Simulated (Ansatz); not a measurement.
# H2LiSeSi: the cost of one run

All numbers below are computed with Ansatz 0.2.0 (UKS PBE-D4/def2-SVP).

## 1. The system as given

Bond lengths: Li1–Se2 2.267 Å, Se2–Si3 2.239 Å, Si3–H4 1.463 Å, Si3–H5 1.462 Å. Angles: Li1–Se2–Si3 139.1°, Se2–Si3–H4 109.8°, Se2–Si3–H5 109.8°, H4–Si3–H5 111.7°.

As a file:

```xyz
5

Li   -0.7711   -1.4524    2.5755
Se    0.5695   -0.8336    0.8557
Si    0.4899    0.4607   -0.9700
H    -0.5470   -0.0264   -1.8792
H     0.2587    1.8517   -0.5821
```

## 2. End point A

Input file input.yaml:

```yaml
crystal:
  periodic: [false, false, false]
  atoms:
    - { symbol: Li, position_ang: [-0.77106, -1.45236, 2.57552] }
    - { symbol: Se, position_ang: [0.56952, -0.83359, 0.85566] }
    - { symbol: Si, position_ang: [0.48986, 0.46067, -0.96996] }
    - { symbol: H, position_ang: [-0.54703, -0.02643, -1.87916] }
    - { symbol: H, position_ang: [0.25871, 1.85171, -0.58206] }
magnetization:
  spin_polarized: true
  initial_magnetization: 1
basis:
  gaussian: { orbitals: def2-SVP }
hamiltonian:
  xc: pbe
  dispersion: d4
relax:
  f_tol: 0.015
  max_steps: 40
output:
  orbitals: {}
```

On the command line:

```
$ ansatz run input.yaml --threads 1 --pin off --max-ram 2048MiB --backend cpu --events-out ev --progress --plain --runs-dir out
```

**Question.** How long does this run take on 1 thread of Arm Neoverse V1, shared host, and how much memory does it need?

About 83 s, with a peak of 0.17 GiB.
